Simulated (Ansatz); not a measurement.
Geometry optimisation, DFT PBE-D3(BJ), scalar-relativistic, plane waves, PAW (Ansatz).

The input (input.yaml):

```yaml
accuracy: low
crystal:
  lattice:
    - [6.42, 0.0, 0.0]
    - [-4.815, 8.339825, 0.0]
    - [0.0, 0.0, 5.21304]
  atoms:
    - { symbol: Mg, position: [0.0, 0.0, 0.0] }
    - { symbol: Mg, position: [0.1666667, 0.2222222, 0.5] }
    - { symbol: Mg, position: [0.0, 0.3333333, 0.0] }
    - { symbol: Mg, position: [0.1666667, 0.5555556, 0.5] }
    - { symbol: Mg, position: [0.0, 0.6666667, 0.0] }
    - { symbol: Mg, position: [0.1666667, 0.8888889, 0.5] }
    - { symbol: Mg, position: [0.5, 0.0, 0.0] }
    - { symbol: Mg, position: [0.6666667, 0.2222222, 0.5] }
    - { symbol: Mg, position: [0.5, 0.3333333, 0.0] }
    - { symbol: Mg, position: [0.6666667, 0.5555556, 0.5] }
    - { symbol: Mg, position: [0.5, 0.6666667, 0.0] }
    - { symbol: Mg, position: [0.6666667, 0.8888889, 0.5] }
    - { symbol: Li, position: [0.842277, 0.7829745, 0.255598] }
basis:
  ecutwfc: 420.0
kpoints:
  mp_grid: { grid: [3, 2, 3] }
hamiltonian:
  xc: pbe
  dispersion: d3bj
scf:
  occupations: { method: fermi_dirac, width: 0.05 }
  lower_state_search: "off"
relax:
  f_tol: 0.08
  max_steps: 25
  adjacent_minimum: "off"
```

Run as:

```bash
$ ansatz run input.yaml --threads 2 --pin off --max-ram 5120MiB --backend cpu --events-out ev --progress --plain --runs-dir out
```

Task: Where does it end, and by what steps?

Result: The run converged. The force dipped under the threshold on the way, but the program's further checks kept it going. Limits of this set-up: coarse k mesh, low accuracy level. After 8 steps the energy has fallen by 1.124 eV; Mg6 moved furthest, 0.83 Å. Parted: Mg1–Mg5 (3.21 → 3.68 Å), Mg6–Mg10 (3.21 → 4.26 Å). Joined: Mg4–Li13 (3.91 → 2.91 Å), Mg7–Li13 (3.89 → 3.12 Å).

| step | energy less start (eV) | largest force component (eV/Å) | accepted |
| --- | --- | --- | --- |
| 0 | 0.0000 | 1.152 | yes |
| 1 | -0.8382 | 0.402 | yes |
| 2 | -0.9891 | 0.097 | yes |
| 3 | -1.0106 | 0.082 | yes |
| 4 | -1.0515 | 0.182 | yes |
| 5 | -1.0879 | 0.141 | yes |
| 6 | -1.1118 | 0.079 | yes |
| 7 | -1.1118 | 0.079 | yes |
| 8 | -1.1237 | 0.048 | yes |

```xyz
13
Lattice="6.4200 0.0000 0.0000 -4.8150 8.3398 0.0000 0.0000 0.0000 5.2130" Properties=species:S:1:pos:R:3
Mg -0.233 0.100 0.004
Mg -0.112 1.763 2.508
Mg -1.549 2.808 -0.099
Mg -1.783 4.833 2.215
Mg -3.272 5.270 -0.596
Mg -2.990 7.933 3.211
Mg 3.129 -0.142 0.466
Mg 3.273 2.090 2.606
Mg 1.586 2.591 -0.055
Mg 1.232 4.341 2.536
Mg 0.007 5.550 -0.081
Mg 0.006 7.389 2.747
Li 2.341 6.483 1.511
```

Whether the end is a true minimum wasn't checked by a vibrational analysis.

Time of the run: 60 s on 2 threads of Arm Neoverse V1, on a shared host, peak memory 0.66 GiB.
